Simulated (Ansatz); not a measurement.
**CH₆AsBO: how energies converge with the basis set**

How large a basis does CH₆AsBO need? Two functionals are run in growing sets.

Computed with Ansatz 0.2.0, Gaussian basis. Level: one geometry, several basis sets.

The runs, in order: PBE0-D4/def2-SVP; ωB97M-V/def2-SVP; PBE0-D4/def2-QZVPP; ωB97M-V/def2-QZVPP; the functionals' def2-TZVPP values are taken from earlier runs.

## Step 1: The relaxed structure

The geometry comes from an earlier relaxation with PBE0-D4 in a triple-zeta def2 set; it is a stationary point, not always the lowest conformer.

SMILES `B[AsH]CO`, 10 atoms, charge 0, spin multiplicity 1.

Atoms are counted from 1 here; the program's logs count them from 0.

Bond lengths: B1–As2 1.975 Å, B1–H5 1.194 Å, B1–H6 1.193 Å, As2–C3 1.965 Å, As2–H7 1.513 Å, C3–O4 1.408 Å, C3–H8 1.097 Å, C3–H9 1.096 Å, O4–H10 0.962 Å. Angles: As2–B1–H5 118.8°, As2–B1–H6 120.2°, H5–B1–H6 120.4°, B1–As2–C3 101.8°, B1–As2–H7 101.2°, C3–As2–H7 99.3°, As2–C3–O4 110.8°, As2–C3–H8 105.5°, As2–C3–H9 107.5°, O4–C3–H8 112.3°, O4–C3–H9 112.0°, H8–C3–H9 108.4°, C3–O4–H10 108.5°.

## Step 2: PBE0-D4 in def2-SVP

in.yaml reads:

```yaml
crystal:
  periodic: [false, false, false]
  atoms:
    - {symbol: B, position_ang: [-1.745122, 0.720727, 0.174644]}
    - {symbol: As, position_ang: [-0.052487, 0.578260, 1.183098]}
    - {symbol: C, position_ang: [0.934366, -0.750539, 0.124524]}
    - {symbol: O, position_ang: [0.993684, -0.366411, -1.229190]}
    - {symbol: H, position_ang: [-2.252247, -0.277390, -0.240938]}
    - {symbol: H, position_ang: [-2.329482, 1.759924, 0.127427]}
    - {symbol: H, position_ang: [0.664786, 1.832304, 0.733070]}
    - {symbol: H, position_ang: [0.397017, -1.696711, 0.266126]}
    - {symbol: H, position_ang: [1.931969, -0.850423, 0.566881]}
    - {symbol: H, position_ang: [1.540615, -1.000941, -1.702642]}
basis:
  gaussian: {orbitals: def2-SVP}
hamiltonian: {xc: pbe0, dispersion: d4}
output: {orbitals: {seedname: orbitals}}
```

The runs that follow: ωB97M-V in def2-SVP; PBE0-D4 in def2-QZVPP; ωB97M-V in def2-QZVPP.

**Question.** What will the summary of the whole plan be? Wanted: PBE0-D4: double and triple zeta above quadruple; ωB97M-V: double and triple zeta above quadruple.

**Answer**, as computed:

```
                                       quantity           value
PBE0-D4: double and triple zeta above quadruple  13.60, 1.54 eV
ωB97M-V: double and triple zeta above quadruple  13.75, 1.50 eV
```

What this shows: PBE0-D4 gains 12.07 eV from double to triple zeta, then 1.54 eV more. Total energies overstate the basis error of differences, where much of it tends to cancel.
